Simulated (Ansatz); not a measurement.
Working through a phonon calculation by linear response of LaAl₂, space group Fd-3m

Computed with the Ansatz DFT code, driven from Python.

Run as a notebook:

In [1]:
```python
from pathlib import Path

import ansatz as az
import numpy as np
```

In [2]:
```python
laal2 = (
    az.Lattice.of((0.0, 4.064464, 4.064464), (4.064464, 0.0, 4.064464), (4.064464, 4.064464, 0.0))
    .atom('La', (0.0, 0.0, 0.0))
    .atom('La', (0.25, 0.25, 0.25))
    .atom('Al', (0.625, 0.625, 0.625))
    .atom('Al', (0.125, 0.625, 0.625))
    .atom('Al', (0.625, 0.125, 0.625))
    .atom('Al', (0.625, 0.625, 0.125))
)
```

In [3]:
```python
calc = (
    laal2.calculation()
    .functional('lda')
    .basis(35 * az.Ry)
    .occupations(az.OccupationsMethod.METHFESSEL_PAXTON, width=0.1)
    .kpoints(8, 8, 8)
    .phonons('dfpt')
)
outcome = calc.run(threads=1, backend='cpu', runs_dir='runs')
ph = outcome.phonons

print('Gamma modes (1/cm):', ' '.join(f'{w:.1f}' for w in ph.gamma_omega_inv_cm))
print('in meV:', ' '.join(f'{w * 0.1239842:.2f}' for w in ph.gamma_omega_inv_cm))
```
```text
Gamma modes (1/cm): 0.0 0.0 0.0 97.7 97.7 97.7 151.0 151.0 151.0 185.7 185.7 185.7 210.3 210.3 233.9 233.9 233.9 293.8
in meV: 0.00 0.00 0.00 12.11 12.11 12.11 18.72 18.72 18.72 23.02 23.02 23.02 26.07 26.07 28.99 28.99 28.99 36.42
```

What to keep in mind:
- The cell isn't relaxed first, so the values belong to this volume.
- The structure comes from a database of computed cells and needn't be a stable or known phase.
- The structure is taken as given; imaginary modes can come from an unrelaxed or unstable start. Phonons of metals also depend on mesh and smearing.
- It ran for 3.8 min on 1 thread of Arm Neoverse V1, with other jobs on the host, peak memory 2.2 GiB.
